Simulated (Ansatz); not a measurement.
**BeBi3: a trial structure relaxed**

Aim: relax BeBi3 from this start, Ni3Sn (D0_19) type (P6_3/mmc, No. 194), and see where it ends.

Computed with Ansatz 0.2.0 (DFT PBE, scalar-relativistic, plane waves, PAW, unless a step's input says otherwise).

1 further run of the same task is left out (it didn't finish).

## (1) The system as given

The structure is hexagonal, space group P6_3/mmc (No. 194). The conventional cell has a = 6.630 Å, b = 6.630 Å, c = 5.322 Å, α = 90.00°, β = 90.00°, γ = 120.00°. Be (site symmetry -6m2) is surrounded by 12 Bi at 3.28 to 3.32 Å. Bi (site symmetry mm2) is surrounded by 4 Be at 3.28 to 3.32 Å and 8 Bi at 3.28 to 3.32 Å.

Structure file:

```
CELL_PARAMETERS angstrom
6.63027 0.00000 0.00000
-3.31513 5.74198 0.00000
0.00000 0.00000 5.32181
ATOMIC_POSITIONS crystal
Be 0.33333 0.66667 0.25000
Be 0.66667 0.33333 0.75000
Bi 0.83300 0.66600 0.25000
Bi 0.16700 0.83300 0.75000
Bi 0.33400 0.16700 0.25000
Bi 0.16700 0.33400 0.75000
Bi 0.83300 0.16700 0.25000
Bi 0.66600 0.83300 0.75000
```

(A quick probe on a coarse mesh, which set the mesh and smearing, is not shown.)

## (3) Coarse relaxation

File input.yaml:

```yaml
crystal:
  lattice:
    - [6.6302698981, 0.0, 0.0]
    - [-3.3151349491, 5.7419821657, 0.0]
    - [0.0, 0.0, 5.321814593]
  atoms:
    - { symbol: Be, position: [0.3333333333, 0.6666666667, 0.25] }
    - { symbol: Be, position: [0.6666666667, 0.3333333333, 0.75] }
    - { symbol: Bi, position: [0.833, 0.666, 0.25] }
    - { symbol: Bi, position: [0.167, 0.833, 0.75] }
    - { symbol: Bi, position: [0.334, 0.167, 0.25] }
    - { symbol: Bi, position: [0.167, 0.334, 0.75] }
    - { symbol: Bi, position: [0.833, 0.167, 0.25] }
    - { symbol: Bi, position: [0.666, 0.833, 0.75] }
basis:
  ecutwfc: 420
kpoints:
  mp_grid: { grid: [3, 3, 4] }
hamiltonian:
  xc: pbe
scf:
  occupations: { method: gaussian, width: 0.1 }
  lower_state_search: "off"
output:
  forces: true
  stress: true
  eigenvalues: true
relax:
  adjacent_minimum: "off"
  f_tol: 0.04
  max_steps: 70
  cell: { stress_tol: 0.4 }
```

Started as:

```sh
> ansatz run input.yaml --threads 1 --pin off --max-ram 2560MiB --backend cpu --events-out ev --progress --plain --runs-dir out
```

Further runs follow: the relaxation.

Q: Predict the outcome of this session.

The runs gave:

Formation energies count from the elements, computed with the same settings in runs not shown here.

| quantity | value |
| --- | --- |
| cell | a = 8.757 Å, b = 8.757 Å, c = 3.812 Å, α = 90.00°, β = 90.00°, γ = 120.00° |
| space group | P6_3/mmc (No. 194) |
| volume | 31.65 Å³/atom |
| gap on the mesh | none (metal) |
| formation energy from the elements | +0.300 eV/atom |

In words: The space group stayed P6_3/mmc, and from the first guess the volume went from 25.33 to 31.65 Å³/atom. The formation energy of +0.30 eV/atom is positive, so the elements lie lower than this structure; another structure of the compound can lie lower. Spin-orbit coupling is left out for Bi.
